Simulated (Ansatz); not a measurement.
# GeH₆OSi: a ladder of functionals and wavefunction methods

How much do the methods differ for GeH₆OSi? The plan is to run it at one geometry with functionals of several rungs and with coupled cluster. The yardstick is the atomisation energy at the CCSD(T) limit.

Computed with Ansatz 0.2.0, Gaussian basis. Level: functionals in def2-TZVPP, the program's frozen cores in correlated methods.

The runs, in order: LDA (SPW92), PBE-D4, revPBE-D4, BLYP-D4, r2SCAN-D4, B97M-V, PBE0-D4, B3LYP-D4, r2SCANh-D4, r2SCAN0-D4, HSE06-D4, BHLYP-D4, CAM-B3LYP-D4, LC-ωPBE, ωB97X-V, ωB97M-V, B2PLYP, PBE-QIDH; CCSD(T)/def2-SVP; CCSD(T)/def2-TZVPP; MP2/def2-QZVPP; extrapolation to the limit; RPA on PBE.

## Step 1: The relaxed structure

The geometry comes from an earlier relaxation with PBE0-D4 in a triple-zeta def2 set; it is a stationary point, not always the lowest conformer.

SMILES `[OH][GeH2][SiH3]`, 9 atoms, charge 0, spin multiplicity 1.

Atoms are counted from 1 here; the program's logs count them from 0.

Bond lengths: O1–Ge2 1.791 Å, O1–H4 0.960 Å, Ge2–Si3 2.389 Å, Ge2–H5 1.546 Å, Ge2–H6 1.536 Å, Si3–H7 1.488 Å, Si3–H8 1.488 Å, Si3–H9 1.486 Å. Angles: Ge2–O1–H4 112.4°, O1–Ge2–Si3 109.9°, O1–Ge2–H5 109.2°, O1–Ge2–H6 103.6°, Si3–Ge2–H5 111.3°, Si3–Ge2–H6 112.9°, H5–Ge2–H6 109.6°, Ge2–Si3–H7 110.2°, Ge2–Si3–H8 109.3°, Ge2–Si3–H9 110.4°, H7–Si3–H8 108.8°, H7–Si3–H9 109.3°, H8–Si3–H9 108.9°.

## Step 2: LDA

This LDA is Slater exchange with PW92 correlation.

in.yaml

```yaml
crystal:
  periodic: [false, false, false]
  atoms:
    - {symbol: O, position_ang: [-1.665434, 1.003167, -0.854751]}
    - {symbol: Ge, position_ang: [0.086273, 0.899570, -0.495532]}
    - {symbol: Si, position_ang: [0.525844, -1.010703, 0.870416]}
    - {symbol: H, position_ang: [-1.973406, 0.267943, -1.389034]}
    - {symbol: H, position_ang: [0.873694, 0.832084, -1.824442]}
    - {symbol: H, position_ang: [0.388079, 2.226689, 0.215912]}
    - {symbol: H, position_ang: [1.986018, -1.132807, 1.128372]}
    - {symbol: H, position_ang: [0.060148, -2.236181, 0.166284]}
    - {symbol: H, position_ang: [-0.192817, -0.896060, 2.165775]}
basis:
  gaussian: {orbitals: def2-TZVPP}
hamiltonian: {xc: lda}
output: {orbitals: {seedname: orbitals}}
```

Further steps of the session: PBE-D4 (GGA); revPBE-D4 (GGA); BLYP-D4 (GGA); r2SCAN-D4 (meta-GGA); B97M-V (meta-GGA); PBE0-D4 (hybrid); B3LYP-D4 (hybrid); r2SCANh-D4 (hybrid); r2SCAN0-D4 (hybrid); HSE06-D4 (hybrid); BHLYP-D4 (hybrid); CAM-B3LYP-D4 (range-separated); LC-ωPBE-D4 (range-separated); ωB97X-V (range-separated); ωB97M-V (range-separated); B2PLYP (double hybrid); PBE-QIDH (double hybrid); CCSD(T) in def2-SVP; CCSD(T) in def2-TZVPP; MP2 in def2-QZVPP; RPA on PBE orbitals.

Before running them: what should the planned runs give, taken together? Wanted: atomisation energy, CCSD(T)/CBS; farthest beyond LDA; mean size of error, GGA; mean size of error, meta-GGA; mean size of error, hybrid; mean size of error, range-separated; mean size of error, double hybrid; gap, smallest and largest; T1 diagnostic.

The runs gave:

| quantity | value |
| --- | --- |
| atomisation energy, CCSD(T)/CBS | 27.580 eV |
| functionals within 0.276 eV (1.0 %) | r2SCAN-D4, B97M-V, CAM-B3LYP-D4, ωB97X-V |
| farthest beyond LDA | revPBE-D4 (-0.918 eV) |
| mean size of error, GGA | 0.606 eV |
| mean size of error, meta-GGA | 0.108 eV |
| mean size of error, hybrid | 0.566 eV |
| mean size of error, range-separated | 0.263 eV |
| mean size of error, double hybrid | 0.600 eV |
| gap, smallest and largest | 5.13 eV (LDA (SPW92)), 12.17 eV (LC-ωPBE) |
| T1 diagnostic | 0.0122 |
| triples share of the correlation energy | 3.3 % |

**Reading.** The LDA atomisation energy is off by 3.192 eV (12 %): it overbinds. PBE-D4 is off by -0.390 eV. Double hybrids carry the basis error of their MP2 part in triple zeta, and no dispersion term here, so their miss is partly the set-up's. The rungs meta-GGA, range-separated miss on average by less than the doubt on the reference (0.276 eV), so they tie. Misses under about 0.276 eV are within the doubt on the reference itself, which lacks core-valence correlation, relativity and higher excitations, and its outer-core shells are covered unevenly. Hartree-Fock recovers 72 % of the binding; the rest is correlation. CCSD(T) in def2-SVP is off by -2.108 eV, more than most functionals: a good method in a small basis is no reference. The gap grows from 5.1 to 12.2 eV across the functionals, mostly with the share of exact exchange. Correlated methods include outer-core shells of Ge, which these sets cover unevenly.
